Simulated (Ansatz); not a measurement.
**CH₉NSiSn: up Jacob's ladder to CCSD(T)**

One table from this session's results is given with a row withheld; the runs are named, their logs left out.

Method: functionals in def2-TZVPP, the program's frozen cores in correlated methods; program: Ansatz 0.2.0, Gaussian basis.

Plan: PBE-D4, r2SCAN-D4, PBE0-D4, B3LYP-D4, ωB97X-V, ωB97M-V, B2PLYP; CCSD(T)/def2-TZVPP; MP2/def2-QZVPP; extrapolation to the limit.

**Structure used throughout**

An earlier PBE0-D4 in a triple-zeta def2 set relaxation fixed the geometry. Sn takes the def2 core potential; no spin-orbit term is included.

SMILES `C[SiH2][NH][SnH3]`, 13 atoms, charge 0, spin multiplicity 1.

Atoms are counted from 1 here; the program's logs count them from 0.

Bond lengths: C1–Si2 1.867 Å, C1–H5 1.093 Å, C1–H6 1.093 Å, C1–H7 1.094 Å, Si2–N3 1.718 Å, Si2–H8 1.496 Å, Si2–H9 1.493 Å, N3–Sn4 2.024 Å, N3–H10 1.009 Å, Sn4–H11 1.705 Å, Sn4–H12 1.707 Å, Sn4–H13 1.710 Å. Angles: Si2–C1–H5 111.4°, Si2–C1–H6 110.0°, Si2–C1–H7 111.6°, H5–C1–H6 108.0°, H5–C1–H7 108.4°, H6–C1–H7 107.2°, C1–Si2–N3 108.8°, C1–Si2–H8 108.3°, C1–Si2–H9 110.3°, N3–Si2–H8 113.2°, N3–Si2–H9 110.0°, H8–Si2–H9 106.3°, Si2–N3–Sn4 127.9°, Si2–N3–H10 117.4°, Sn4–N3–H10 113.4°, N3–Sn4–H11 105.6°, N3–Sn4–H12 108.8°, N3–Sn4–H13 109.7° and more.

The first run:

Contents of in.yaml:

```yaml
crystal:
  periodic: [false, false, false]
  atoms:
    - {symbol: C, position_ang: [-1.447361, 0.995353, 0.291405]}
    - {symbol: Si, position_ang: [0.348192, 1.119674, 0.788933]}
    - {symbol: N, position_ang: [1.246672, -0.052829, -0.087865]}
    - {symbol: Sn, position_ang: [0.572313, -1.774455, -0.910699]}
    - {symbol: H, position_ang: [-1.575778, 1.159359, -0.781308]}
    - {symbol: H, position_ang: [-2.034943, 1.749318, 0.821548]}
    - {symbol: H, position_ang: [-1.869319, 0.018414, 0.544664]}
    - {symbol: H, position_ang: [0.439046, 0.944013, 2.271684]}
    - {symbol: H, position_ang: [0.872968, 2.486147, 0.497150]}
    - {symbol: H, position_ang: [2.253048, -0.004713, -0.029372]}
    - {symbol: H, position_ang: [1.966675, -2.636583, -1.379209]}
    - {symbol: H, position_ang: [-0.409178, -1.393552, -2.254094]}
    - {symbol: H, position_ang: [-0.341936, -2.644944, 0.242065]}
basis:
  gaussian: {orbitals: def2-TZVPP}
hamiltonian: {xc: pbe, dispersion: d4}
output: {forces: true, orbitals: {seedname: orbitals}}
```

The run is started by

```console
$ ansatz run in.yaml --threads 4 --pin off --events-out ev --progress --plain --max-ram 10444MiB
```

Steps of the session up to this table: PBE-D4 (GGA); r2SCAN-D4 (meta-GGA); PBE0-D4 (hybrid); B3LYP-D4 (hybrid); ωB97X-V (range-separated); ωB97M-V (range-separated); B2PLYP (double hybrid); CCSD(T) in def2-TZVPP; MP2 in def2-QZVPP.

One of the session's tables, all rows but one given; the rest of the session is left out.

It belongs to the step «Atomisation energies». 

| method | atomisation energy (eV) |
| --- | --- |
| PBE-D4 | 42.054 |
| r2SCAN-D4 | 41.942 |
| PBE0-D4 | 41.728 |
| B3LYP-D4 | 42.145 |
| ωB97X-V | 42.482 |
| ωB97M-V | 42.231 |
| B2PLYP | 41.541 |
| HF/def2-TZVPP | 30.671 |
| MP2/def2-TZVPP | 40.941 |
| CCSD/def2-TZVPP | 40.749 |
| CCSD(T)/def2-TZVPP | ? |
| MP2/CBS | 42.062 |
| CCSD(T)/CBS | 42.351 |

Estimate the missing values for CCSD(T)/def2-TZVPP.

**Answer.** atomisation energy (eV): 41.229. In the column «atomisation energy (eV)» it lies between MP2/def2-TZVPP (40.941) and B2PLYP (41.541).
